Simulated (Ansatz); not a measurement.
# Be4TeAs: the cost of one run

Computed with Ansatz 0.2.0 (DFT PBE, scalar-relativistic, plane waves, PAW, unless a step's input says otherwise).

### 1 Starting point

Symmetry: P-43m, No. 215, cubic system. The conventional cell has a = 5.053 Å, b = 5.053 Å, c = 5.053 Å, α = 90.00°, β = 90.00°, γ = 90.00°. Around Be (site symmetry 3m) lie 1 Te at 2.19 Å and 1 As at 2.19 Å. Te (site symmetry -43m) is surrounded by 4 Be at 2.19 Å. As (site symmetry -43m) is surrounded by 4 Be at 2.19 Å.

Structure file:

```
CELL_PARAMETERS angstrom
5.05331 0.00000 0.00000
0.00000 5.05331 0.00000
0.00000 0.00000 5.05331
ATOMIC_POSITIONS crystal
Be 0.25000 0.25000 0.25000
Be 0.75000 0.75000 0.25000
Be 0.75000 0.25000 0.75000
Be 0.25000 0.75000 0.75000
Te 0.00000 0.00000 0.00000
As 0.50000 0.50000 0.50000
```

The cell is invented: ordered mixture on the anion sites of cuprite (P-43m, No. 215). Its size is a rough estimate.

### 2 Probe: one point on a coarse mesh

input.yaml reads:

```yaml
crystal:
  lattice:
    - [5.05331397, 0.0, 0.0]
    - [0.0, 5.05331397, 0.0]
    - [0.0, 0.0, 5.05331397]
  atoms:
    - { symbol: Be, position: [0.25, 0.25, 0.25] }
    - { symbol: Be, position: [0.75, 0.75, 0.25] }
    - { symbol: Be, position: [0.75, 0.25, 0.75] }
    - { symbol: Be, position: [0.25, 0.75, 0.75] }
    - { symbol: Te, position: [0.0, 0.0, 0.0] }
    - { symbol: As, position: [0.5, 0.5, 0.5] }
basis:
  ecutwfc: 420
kpoints:
  mp_grid: { grid: [4, 4, 4] }
hamiltonian:
  xc: pbe
scf:
  occupations: { method: gaussian, width: 0.1 }
  lower_state_search: "off"
output:
  forces: true
  stress: true
  eigenvalues: true
```

Run with:

```bash
> ansatz run input.yaml --threads 1 --pin off --max-ram 2048MiB --backend cpu --events-out ev --progress --plain --runs-dir out
```

What time and memory should one allow on 1 thread of Intel Xeon 6975P-C (Granite Rapids), shared host?

About 1.9 s, with a peak of 0.4 GiB.
